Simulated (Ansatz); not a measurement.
**CCl2GaN: one species, many methods**

An exercise on one series of results from a longer session: the logs are not shown, and one member is left open.

The runs use Ansatz 0.2.0, Gaussian basis; functionals in def2-TZVPP, the program's frozen cores in correlated methods.

The runs, in order: LDA (SPW92), PBE-D4, revPBE-D4, BLYP-D4, r2SCAN-D4, B97M-V, PBE0-D4, B3LYP-D4, r2SCANh-D4, r2SCAN0-D4, HSE06-D4, BHLYP-D4, CAM-B3LYP-D4, LC-ωPBE, ωB97X-V, ωB97M-V, B2PLYP, PBE-QIDH; CCSD(T)/def2-SVP; CCSD(T)/def2-TZVPP; MP2/def2-QZVPP; extrapolation to the limit; RPA on PBE.

**Structure used throughout**

An earlier PBE0-D4 in a triple-zeta def2 set relaxation fixed the geometry.

SMILES `N#[C][Ga]([Cl])[Cl]`, 5 atoms, charge 0, spin multiplicity 1.

Atoms are counted from 1 here; the program's logs count them from 0.

Bond lengths: N1–C2 1.152 Å, C2–Ga3 1.918 Å, Ga3–Cl4 2.106 Å, Ga3–Cl5 2.106 Å. Angles: N1–C2–Ga3 180.0°, C2–Ga3–Cl4 119.8°, C2–Ga3–Cl5 119.8°, Cl4–Ga3–Cl5 120.5°.

The first run:

Contents of in.yaml:

```yaml
crystal:
  periodic: [false, false, false]
  atoms:
    - {symbol: N, position_ang: [0.909640, -1.318096, 1.914048]}
    - {symbol: C, position_ang: [0.493474, -0.715037, 1.025177]}
    - {symbol: Ga, position_ang: [-0.199427, 0.288682, -0.455699]}
    - {symbol: Cl, position_ang: [-1.735452, -0.526194, -1.643171]}
    - {symbol: Cl, position_ang: [0.581666, 2.197045, -0.881755]}
basis:
  gaussian: {orbitals: def2-TZVPP}
hamiltonian: {xc: lda}
output: {orbitals: {seedname: orbitals}}
```

Among the steps run: LDA; PBE-D4 (GGA); revPBE-D4 (GGA); BLYP-D4 (GGA); r2SCAN-D4 (meta-GGA); B97M-V (meta-GGA); PBE0-D4 (hybrid); B3LYP-D4 (hybrid); r2SCANh-D4 (hybrid); r2SCAN0-D4 (hybrid); HSE06-D4 (hybrid); BHLYP-D4 (hybrid); CAM-B3LYP-D4 (range-separated); LC-ωPBE-D4 (range-separated; the results give it without D4); ωB97X-V (range-separated); ωB97M-V (range-separated); B2PLYP (double hybrid); PBE-QIDH (double hybrid).

One of the session's tables, all rows but one given; the rest of the session is left out.

It belongs to the step «Frontier levels by functional». 

```
  functional  HOMO (eV)  LUMO (eV)  gap (eV)
 LDA (SPW92)      -8.57      -3.71      4.86
      PBE-D4      -8.40      -3.40      5.01
   revPBE-D4      -8.34      -3.27      5.07
     BLYP-D4      -8.23      -3.30      4.93
   r2SCAN-D4          ?          ?         ?
      B97M-V      -8.84      -3.29      5.55
     PBE0-D4      -9.84      -2.60      7.24
    B3LYP-D4      -9.55      -2.85      6.70
  r2SCANh-D4      -9.31      -2.94      6.36
  r2SCAN0-D4     -10.09      -2.51      7.59
    HSE06-D4      -9.44      -2.97      6.47
    BHLYP-D4     -11.12      -1.79      9.33
CAM-B3LYP-D4     -11.23      -1.66      9.57
     LC-ωPBE     -12.69      -0.49     12.21
     ωB97X-V     -12.29      -0.59     11.69
     ωB97M-V     -12.11      -0.73     11.38
```

**Question.** Estimate the row for r2SCAN-D4.

Worked estimate for «HOMO (eV)». Against the share of exact exchange, r2SCANh-D4 (0.1, -9.31), r2SCAN0-D4 (0.25, -10.09) give a slope of -5.20 per unit share; at 0 the line stands at -8.79.

The run gave: HOMO (eV): -8.78; LUMO (eV): -3.24; gap (eV): 5.54. In «HOMO (eV)» the line misses by -0.01.
